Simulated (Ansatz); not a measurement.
**C8H7F13O3Si: a few dozen steps of dynamics**

Aim: follow C8H7F13O3Si for 25 steps at constant energy (1500 K) and see how far bonds stretch and how energy moves between motion and potential.

The runs use Ansatz 0.2.0, Gaussian basis; revPBE/6-31G* with D4 dispersion.

## (1) Structure used throughout

The structure was relaxed beforehand with PBE-D4/def2-SVP.

SMILES `O[Si](O)(O)CCC(F)(F)C(F)(F)C(F)(F)C(F)(F)C(F)(F)C(F)(F)F`, 32 atoms, charge 0, spin multiplicity 1.

Atoms are counted from 1 here; the program's logs count them from 0.

Bond lengths: O1–Si2 1.675 Å, O1–H26 0.973 Å, Si2–O3 1.668 Å, Si2–O4 1.676 Å, Si2–C5 1.889 Å, O3–H27 0.972 Å, O4–H28 0.974 Å, C5–C6 1.535 Å, C5–H29 1.110 Å, C5–H30 1.109 Å, C6–C7 1.523 Å, C6–H31 1.110 Å, C6–H32 1.110 Å, C7–F8 1.368 Å, C7–F9 1.377 Å, C7–C10 1.557 Å, C10–F11 1.351 Å, C10–F12 1.376 Å and more. Angles: Si2–O1–H26 114.7°, O1–Si2–O3 112.5°, O1–Si2–O4 107.6°, O1–Si2–C5 113.4°, O3–Si2–O4 107.4°, O3–Si2–C5 103.3°, O4–Si2–C5 112.4°, Si2–O3–H27 114.5°, Si2–O4–H28 112.3°, Si2–C5–C6 117.6°, Si2–C5–H29 104.4°, Si2–C5–H30 109.6°, C6–C5–H29 107.6°, C6–C5–H30 111.4°, H29–C5–H30 105.4°, C5–C6–C7 118.6°, C5–C6–H31 111.5°, C5–C6–H32 110.0° and more.

Geometry (Å):

```mol
C8H7F13O3Si
  3D, bonds by distance, orders not assigned

 32 31  0  0  0  0  0  0  0  0999 V2000
   -2.7773    1.3658    0.9675 O   0  0
   -3.4815    1.0357   -0.5164 Si  0  0
   -5.1415    0.9081   -0.4200 O   0  0
   -3.1353    2.3177   -1.5386 O   0  0
   -2.9579   -0.6268   -1.2435 C   0  0
   -1.6167   -0.6869   -1.9870 C   0  0
   -0.3565   -0.2528   -1.2510 C   0  0
    0.6969   -0.3243   -2.1212 F   0  0
   -0.4521    1.0561   -0.8348 F   0  0
    0.0301   -1.1063   -0.0069 C   0  0
    0.2555   -2.3759   -0.4099 F   0  0
   -1.0359   -1.1240    0.8628 F   0  0
    1.2370   -0.6303    0.8831 C   0  0
    0.8784    0.5269    1.4920 F   0  0
    1.3940   -1.5925    1.8286 F   0  0
    2.6067   -0.4083    0.1706 C   0  0
    2.5580    0.7586   -0.5111 F   0  0
    2.8182   -1.4301   -0.6956 F   0  0
    3.8733   -0.3688    1.1014 C   0  0
    4.0748   -1.5981    1.6259 F   0  0
    4.9159   -0.0611    0.2902 F   0  0
    3.8756    0.6661    2.2688 C   0  0
    5.1072    0.7163    2.7974 F   0  0
    3.0111    0.2988    3.2283 F   0  0
    3.5441    1.8863    1.8195 F   0  0
   -2.2391    0.6420    1.3317 H   0  0
   -5.5895    1.7076   -0.0947 H   0  0
   -2.2601    2.7068   -1.3611 H   0  0
   -3.7579   -0.8722   -1.9734 H   0  0
   -3.0230   -1.4105   -0.4621 H   0  0
   -1.4098   -1.7079   -2.3691 H   0  0
   -1.6429   -0.0159   -2.8712 H   0  0
  1  2  8  0
  1 26  8  0
  2  3  8  0
  2  4  8  0
  2  5  8  0
  3 27  8  0
  4 28  8  0
  5  6  8  0
  5 29  8  0
  5 30  8  0
  6  7  8  0
  6 31  8  0
  6 32  8  0
  7  8  8  0
  7  9  8  0
  7 10  8  0
 10 11  8  0
 10 12  8  0
 10 13  8  0
 13 14  8  0
 13 15  8  0
 13 16  8  0
 16 17  8  0
 16 18  8  0
 16 19  8  0
 19 20  8  0
 19 21  8  0
 19 22  8  0
 22 23  8  0
 22 24  8  0
 22 25  8  0
M  END
```

## (2) The run

in.yaml reads:

```yaml
crystal:
  periodic: [false, false, false]
  atoms:
    - {symbol: O, position_ang: [-2.777306, 1.365777, 0.967468]}
    - {symbol: Si, position_ang: [-3.481473, 1.035738, -0.516396]}
    - {symbol: O, position_ang: [-5.141454, 0.908116, -0.420043]}
    - {symbol: O, position_ang: [-3.135342, 2.317744, -1.538590]}
    - {symbol: C, position_ang: [-2.957913, -0.626779, -1.243484]}
    - {symbol: C, position_ang: [-1.616657, -0.686936, -1.986999]}
    - {symbol: C, position_ang: [-0.356496, -0.252835, -1.250998]}
    - {symbol: F, position_ang: [0.696907, -0.324329, -2.121193]}
    - {symbol: F, position_ang: [-0.452090, 1.056066, -0.834772]}
    - {symbol: C, position_ang: [0.030133, -1.106301, -0.006895]}
    - {symbol: F, position_ang: [0.255544, -2.375899, -0.409932]}
    - {symbol: F, position_ang: [-1.035912, -1.124034, 0.862775]}
    - {symbol: C, position_ang: [1.236975, -0.630329, 0.883091]}
    - {symbol: F, position_ang: [0.878374, 0.526850, 1.491983]}
    - {symbol: F, position_ang: [1.393977, -1.592467, 1.828607]}
    - {symbol: C, position_ang: [2.606702, -0.408343, 0.170625]}
    - {symbol: F, position_ang: [2.557981, 0.758555, -0.511129]}
    - {symbol: F, position_ang: [2.818248, -1.430110, -0.695560]}
    - {symbol: C, position_ang: [3.873350, -0.368766, 1.101426]}
    - {symbol: F, position_ang: [4.074841, -1.598075, 1.625909]}
    - {symbol: F, position_ang: [4.915887, -0.061140, 0.290170]}
    - {symbol: C, position_ang: [3.875597, 0.666090, 2.268783]}
    - {symbol: F, position_ang: [5.107248, 0.716307, 2.797353]}
    - {symbol: F, position_ang: [3.011085, 0.298792, 3.228257]}
    - {symbol: F, position_ang: [3.544057, 1.886307, 1.819451]}
    - {symbol: H, position_ang: [-2.239115, 0.642010, 1.331738]}
    - {symbol: H, position_ang: [-5.589518, 1.707585, -0.094717]}
    - {symbol: H, position_ang: [-2.260086, 2.706839, -1.361077]}
    - {symbol: H, position_ang: [-3.757917, -0.872187, -1.973408]}
    - {symbol: H, position_ang: [-3.022967, -1.410474, -0.462070]}
    - {symbol: H, position_ang: [-1.409763, -1.707887, -2.369146]}
    - {symbol: H, position_ang: [-1.642908, -0.015905, -2.871246]}
basis:
  gaussian: {orbitals: "6-31G*"}
hamiltonian: {xc: {name: revPBE}, dispersion: d4}
md: {timestep: 2 fs, n_steps: 25, ensemble: nve, temperature: 1500, initial_velocities: maxwell_boltzmann, seed: 411}
scf: {omitted_lower_state_checks: [starts]}
```

Command:

```console
ansatz run in.yaml --threads 2 --pin off --events-out ev --progress --plain --max-ram 32768MiB --backend cuda --devices 0, --max-vram 18GiB
```

The program printed:

```text
Functional definition: revPBE
  name "revPBE"
  cite "Zhang & Yang, Phys. Rev. Lett. 80, 890 (1998) doi:10.1103/PhysRevLett.80.890"
  cite "Perdew, Burke & Ernzerhof, Phys. Rev. Lett. 77, 3865 (1996) doi:10.1103/PhysRevLett.77.3865"
  parameter kappa = 1.245
  parameter beta = 0.06672455060314922
  exchange = pbe_x(kappa = kappa, mu = beta*pi^2/3)
  correlation = pbe_c(beta = beta)
these checks for a lower state are left out or cut short: starts
3875 factors; their error is unknown
mean field evaluation 1: about -57709.1579 eV, gradient 1.2e2 eV
mean field evaluation 2: about -57600.2070 eV, gradient 2.3e2 eV
mean field evaluation 4: about -57731.0532 eV, gradient 1.5e1 eV
mean field evaluation 8: about -57731.5567 eV, gradient 2.4e-1 eV
mean field evaluation 16: about -57731.2155 eV, gradient 1.9e-3 eV
mean field -57731.21551035 eV, -2121.5830383820 hartree, gradient 9.8e-6 eV, S^2 0.000000; 0 other end points of the search recorded, 0 dependent functions left out
the calculation of the forces begins
reference -57731.21555882 eV, -2121.5830401632 hartree; 105, 105 occupied and 288, 288 virtual orbitals, 3875 factors
md step     0: t =     0.00 fs  T =  1500.0 K  F+E_penalty+E_count = -57734.56107783 eV  E_kin = 5.816700 eV  conserved = -57728.74437787 eV  (33 SCF iters)
these checks for a lower state are left out or cut short: starts, cluster_reference, orbital_swaps, neighbouring_geometries, increment
3875 factors; their error is unknown
mean field -57730.31975214 eV, -2121.5501198750 hartree, gradient 2.6e-5 eV, S^2 0.000000; 0 other end points of the search recorded, 0 dependent functions left out
the calculation of the forces begins
reference -57730.31980108 eV, -2121.5501216736 hartree; 105, 105 occupied and 288, 288 virtual orbitals, 3875 factors
md step     1: t =     2.00 fs  T =  1315.3 K  F+E_penalty+E_count = -57733.66077719 eV  E_kin = 5.100503 eV  conserved = -57728.56027406 eV  (31 SCF iters, 11 dispersion substeps)
these checks for a lower state are left out or cut short: starts, cluster_reference, orbital_swaps, neighbouring_geometries, increment
3875 factors; their error is unknown
mean field evaluation 32: about -57729.4853 eV, gradient 2.9e-1 eV
mean field -57729.15898429 eV, -2121.5074624432 hartree, gradient 2.4e-5 eV, S^2 0.000000; 0 other end points of the search recorded, 0 dependent functions left out
the calculation of the forces begins
reference -57729.15903332 eV, -2121.5074642452 hartree; 105, 105 occupied and 288, 288 virtual orbitals, 3875 factors
md step     2: t =     4.00 fs  T =  1014.2 K  F+E_penalty+E_count = -57732.49582096 eV  E_kin = 3.932766 eV  conserved = -57728.56305541 eV  (31 SCF iters, 11 dispersion substeps)
[... from here on, the SCF cycles and remarks between the steps are left out ...]
md step     3: t =     6.00 fs  T =   759.5 K  F+E_penalty+E_count = -57731.46748223 eV  E_kin = 2.945352 eV  conserved = -57728.52213043 eV  (31 SCF iters, 11 dispersion substeps)
md step     4: t =     8.00 fs  T =   609.9 K  F+E_penalty+E_count = -57730.94946255 eV  E_kin = 2.365246 eV  conserved = -57728.58421610 eV  (31 SCF iters, 11 dispersion substeps)
md step     5: t =    10.00 fs  T =   629.3 K  F+E_penalty+E_count = -57730.93718715 eV  E_kin = 2.440382 eV  conserved = -57728.49680540 eV  (32 SCF iters, 11 dispersion substeps)
md step     6: t =    12.00 fs  T =   802.0 K  F+E_penalty+E_count = -57731.69836215 eV  E_kin = 3.109859 eV  conserved = -57728.58850350 eV  (33 SCF iters, 11 dispersion substeps)
md step     7: t =    14.00 fs  T =   813.2 K  F+E_penalty+E_count = -57731.67958046 eV  E_kin = 3.153357 eV  conserved = -57728.52622332 eV  (35 SCF iters, 11 dispersion substeps)
md step     8: t =    16.00 fs  T =   826.9 K  F+E_penalty+E_count = -57731.75951713 eV  E_kin = 3.206592 eV  conserved = -57728.55292543 eV  (34 SCF iters, 11 dispersion substeps)
md step     9: t =    18.00 fs  T =   789.4 K  F+E_penalty+E_count = -57731.63451184 eV  E_kin = 3.061252 eV  conserved = -57728.57326022 eV  (33 SCF iters, 11 dispersion substeps)
md step    10: t =    20.00 fs  T =   648.6 K  F+E_penalty+E_count = -57730.91449649 eV  E_kin = 2.515029 eV  conserved = -57728.39946730 eV  (32 SCF iters, 11 dispersion substeps)
md step    11: t =    22.00 fs  T =   681.4 K  F+E_penalty+E_count = -57731.22366784 eV  E_kin = 2.642411 eV  conserved = -57728.58125665 eV  (32 SCF iters, 11 dispersion substeps)
md step    12: t =    24.00 fs  T =   702.5 K  F+E_penalty+E_count = -57731.25711734 eV  E_kin = 2.724225 eV  conserved = -57728.53289236 eV  (32 SCF iters, 11 dispersion substeps)
md step    13: t =    26.00 fs  T =   774.6 K  F+E_penalty+E_count = -57731.52527407 eV  E_kin = 3.003629 eV  conserved = -57728.52164493 eV  (32 SCF iters, 11 dispersion substeps)
md step    14: t =    28.00 fs  T =   887.2 K  F+E_penalty+E_count = -57732.03071884 eV  E_kin = 3.440217 eV  conserved = -57728.59050145 eV  (32 SCF iters, 11 dispersion substeps)
md step    15: t =    30.00 fs  T =   823.4 K  F+E_penalty+E_count = -57731.79634697 eV  E_kin = 3.192943 eV  conserved = -57728.60340444 eV  (32 SCF iters, 11 dispersion substeps)
md step    16: t =    32.00 fs  T =   727.2 K  F+E_penalty+E_count = -57731.42428896 eV  E_kin = 2.819798 eV  conserved = -57728.60449055 eV  (32 SCF iters, 11 dispersion substeps)
md step    17: t =    34.00 fs  T =   642.1 K  F+E_penalty+E_count = -57731.02457608 eV  E_kin = 2.489951 eV  conserved = -57728.53462540 eV  (32 SCF iters, 11 dispersion substeps)
md step    18: t =    36.00 fs  T =   535.5 K  F+E_penalty+E_count = -57730.60957257 eV  E_kin = 2.076429 eV  conserved = -57728.53314366 eV  (31 SCF iters, 11 dispersion substeps)
md step    19: t =    38.00 fs  T =   541.5 K  F+E_penalty+E_count = -57730.61122883 eV  E_kin = 2.099904 eV  conserved = -57728.51132434 eV  (33 SCF iters, 11 dispersion substeps)
md step    20: t =    40.00 fs  T =   656.0 K  F+E_penalty+E_count = -57731.13766267 eV  E_kin = 2.543764 eV  conserved = -57728.59389907 eV  (33 SCF iters, 11 dispersion substeps)
md step    21: t =    42.00 fs  T =   668.6 K  F+E_penalty+E_count = -57731.06518301 eV  E_kin = 2.592825 eV  conserved = -57728.47235830 eV  (31 SCF iters, 11 dispersion substeps)
md step    22: t =    44.00 fs  T =   762.3 K  F+E_penalty+E_count = -57731.60185796 eV  E_kin = 2.956153 eV  conserved = -57728.64570465 eV  (31 SCF iters, 11 dispersion substeps)
md step    23: t =    46.00 fs  T =   796.1 K  F+E_penalty+E_count = -57731.68260244 eV  E_kin = 3.087246 eV  conserved = -57728.59535646 eV  (33 SCF iters, 11 dispersion substeps)
md step    24: t =    48.00 fs  T =   786.5 K  F+E_penalty+E_count = -57731.62727887 eV  E_kin = 3.050025 eV  conserved = -57728.57725427 eV  (32 SCF iters, 11 dispersion substeps)
these checks for a lower state are left out or cut short: starts, cluster_reference, orbital_swaps, neighbouring_geometries, increment
3875 factors; their error is unknown
mean field -57728.41373156 eV, -2121.4800749108 hartree, gradient 1.0e-5 eV, S^2 0.000000; 0 other end points of the search recorded, 0 dependent functions left out
the calculation of the forces begins
reference -57728.41378049 eV, -2121.4800767089 hartree; 105, 105 occupied and 288, 288 virtual orbitals, 3875 factors
these checks for a lower state are left out or cut short: starts
3875 factors; their error is unknown
mean field -57728.41373156 eV, -2121.4800749108 hartree, gradient 2.3e-5 eV, S^2 0.000000; 0 other end points of the search recorded, 0 dependent functions left out
the calculation of the forces begins
reference -57728.41378049 eV, -2121.4800767089 hartree; 105, 105 occupied and 288, 288 virtual orbitals, 3875 factors
md step    25: t =    50.00 fs  T =   796.5 K  F+E_penalty+E_count = -57731.69444864 eV  E_kin = 3.088599 eV  conserved = -57728.60584917 eV  (33 SCF iters, 11 dispersion substeps)
Total energy: -57731.69449756 eV, -2121.6006408375 hartree
Atom 0 at    -2.794441     1.686679     0.717624 Å, force    -0.797224     1.710273    -1.396701 eV/Å
Atom 1 at    -3.601520     1.156603    -0.621807 Å, force    -3.130550    -1.236095    -0.228960 eV/Å
Atom 2 at    -5.385377     1.007966    -0.196067 Å, force     3.252999    -0.522548    -0.051890 eV/Å
Atom 3 at    -3.569815     2.311155    -1.815952 Å, force     0.580958     0.598102    -0.095399 eV/Å
Atom 4 at    -2.971519    -0.553599    -1.358492 Å, force     0.081683     1.554001     2.094763 eV/Å
Atom 5 at    -1.537544    -0.617682    -1.956024 Å, force    -0.255133    -2.844616    -0.883239 eV/Å
Atom 6 at    -0.278459    -0.136375    -1.160046 Å, force    -0.608854    -3.964924    -1.559342 eV/Å
Atom 7 at     0.806238    -0.132734    -2.036213 Å, force    -0.610664     0.079758     0.252234 eV/Å
Atom 8 at    -0.502932     1.033728    -0.664551 Å, force     0.143845     3.340419     1.293216 eV/Å
Atom 9 at     0.095859    -1.133285     0.057685 Å, force     0.700982     0.536061     0.257817 eV/Å
Atom 10 at     0.306645    -2.401547    -0.312293 Å, force     0.094548    -0.889045    -1.225481 eV/Å
Atom 11 at    -0.940539    -1.178078     0.944570 Å, force    -0.732371     0.599409     0.351209 eV/Å
Atom 12 at     1.356757    -0.766839     0.897957 Å, force     1.724295    -2.064205     2.562706 eV/Å
Atom 13 at     1.173151     0.342219     1.638157 Å, force    -1.112423     0.199636    -0.106434 eV/Å
Atom 14 at     1.615649    -1.860084     1.906774 Å, force    -1.219584     1.528716    -1.931163 eV/Å
Atom 15 at     2.729474    -0.584639     0.213936 Å, force    -1.072054     2.409048    -2.534540 eV/Å
Atom 16 at     2.497482     0.667676    -0.401988 Å, force     0.629857     0.948070     0.694362 eV/Å
Atom 17 at     2.915521    -1.305556    -0.915895 Å, force     0.493757    -1.954332     0.613603 eV/Å
Atom 18 at     4.034228    -0.453863     1.100362 Å, force    -6.146828     0.018685     0.687898 eV/Å
Atom 19 at     4.114539    -1.639219     1.680155 Å, force     0.992686    -1.798931     1.686221 eV/Å
Atom 20 at     5.026768    -0.271385     0.340226 Å, force     3.640147     1.361497    -2.281052 eV/Å
Atom 21 at     3.766404     0.677932     2.177985 Å, force     0.570744     0.277736     0.764855 eV/Å
Atom 22 at     4.967648     0.988554     2.648987 Å, force     1.790306     0.464501     0.533346 eV/Å
Atom 23 at     3.060109     0.212455     3.237508 Å, force    -0.213911    -0.287119    -0.262106 eV/Å
Atom 24 at     3.209165     1.839244     1.752008 Å, force     0.001031    -0.415800    -0.329993 eV/Å
Atom 25 at    -2.420563     1.108550     1.342452 Å, force     0.966879    -1.661011     1.503511 eV/Å
Atom 26 at    -5.894209     1.557064    -0.799007 Å, force    -0.333654     0.537955    -0.581997 eV/Å
Atom 27 at    -2.678484     2.727764    -1.849041 Å, force    -0.324883     0.066592    -0.120431 eV/Å
Atom 28 at    -3.665256    -0.902716    -2.163837 Å, force     0.135351    -0.083744     0.887141 eV/Å
Atom 29 at    -2.962542    -1.145290    -0.371672 Å, force    -0.405108    -0.112504    -1.568233 eV/Å
Atom 30 at    -1.501143    -1.781710    -2.002417 Å, force     0.891231     1.488965    -0.383088 eV/Å
Atom 31 at    -1.524460    -0.295863    -3.054227 Å, force     0.271941     0.115447     1.357167 eV/Å
Dipole moment:     0.352008    -0.159082    -0.375124 e Å
Checks for a lower state left out: starts
```

It took 1.7 min on 1 × H100 (card shared with other runs) with 2 threads of AMD EPYC 7R13, shared host.

## (3) Frames and traces

Every 2 steps, with energies from the start:

```
time (fs)  T (K)  potential (meV)  conserved (meV)  Si2–O3 (Å)
      0.0   1500              0.0             0.00       1.668
      4.0   1014           2065.3           181.32       1.814
      8.0    610           3611.6           160.16       1.920
     12.0    802           2862.7           155.87       1.967
     16.0    827           2801.6           191.45       1.950
     20.0    649           3646.6           344.91       1.876
     24.0    703           3304.0           211.49       1.758
     28.0    887           2530.4           153.88       1.624
     32.0    727           3136.8           139.89       1.521
     36.0    535           3951.5           211.23       1.517
     40.0    656           3423.4           150.48       1.603
     44.0    762           2959.2            98.67       1.719
     48.0    787           2933.8           167.12       1.808
```

Positions (Å) and forces (eV/Å) at 50.0 fs:

```xyz
32

O    -2.794    1.687    0.718   -0.797    1.710   -1.397
Si   -3.602    1.157   -0.622   -3.131   -1.236   -0.229
O    -5.385    1.008   -0.196    3.253   -0.523   -0.052
O    -3.570    2.311   -1.816    0.581    0.598   -0.095
C    -2.972   -0.554   -1.358    0.082    1.554    2.095
C    -1.538   -0.618   -1.956   -0.255   -2.845   -0.883
C    -0.278   -0.136   -1.160   -0.609   -3.965   -1.559
F     0.806   -0.133   -2.036   -0.611    0.080    0.252
F    -0.503    1.034   -0.665    0.144    3.340    1.293
C     0.096   -1.133    0.058    0.701    0.536    0.258
F     0.307   -2.402   -0.312    0.095   -0.889   -1.225
F    -0.941   -1.178    0.945   -0.732    0.599    0.351
C     1.357   -0.767    0.898    1.724   -2.064    2.563
F     1.173    0.342    1.638   -1.112    0.200   -0.106
F     1.616   -1.860    1.907   -1.220    1.529   -1.931
C     2.729   -0.585    0.214   -1.072    2.409   -2.535
F     2.497    0.668   -0.402    0.630    0.948    0.694
F     2.916   -1.306   -0.916    0.494   -1.954    0.614
C     4.034   -0.454    1.100   -6.147    0.019    0.688
F     4.115   -1.639    1.680    0.993   -1.799    1.686
F     5.027   -0.271    0.340    3.640    1.361   -2.281
C     3.766    0.678    2.178    0.571    0.278    0.765
F     4.968    0.989    2.649    1.790    0.465    0.533
F     3.060    0.212    3.238   -0.214   -0.287   -0.262
F     3.209    1.839    1.752    0.001   -0.416   -0.330
H    -2.421    1.109    1.342    0.967   -1.661    1.504
H    -5.894    1.557   -0.799   -0.334    0.538   -0.582
H    -2.678    2.728   -1.849   -0.325    0.067   -0.120
H    -3.665   -0.903   -2.164    0.135   -0.084    0.887
H    -2.963   -1.145   -0.372   -0.405   -0.113   -1.568
H    -1.501   -1.782   -2.002    0.891    1.489   -0.383
H    -1.524   -0.296   -3.054    0.272    0.115    1.357
```

## (4) Results

| quantity | value |
| --- | --- |
| length | 25 steps of 2.0 fs |
| temperature, first and last frame | 1500, 796 K |
| temperature, second half | mean 723 K, from 535 to 887 K |
| swing of the potential | 3952 meV |
| largest change of the conserved energy | 344.91 meV |
| range of Si2–O3 | 1.506 to 1.967 Å |

What this shows: From 1500 K at the start the temperature swings between 535 and 1500 K: with 32 atoms it has no steady value yet; starting near a minimum, about half of the kinetic energy flows into the potential. The conserved energy moves by 344.91 meV, 8.7 % of the potential's swing: the step is long for the fastest motion. Si2–O3 swings most, by 0.46 Å; no bond breaks. A run of 50 fs gives no averages.
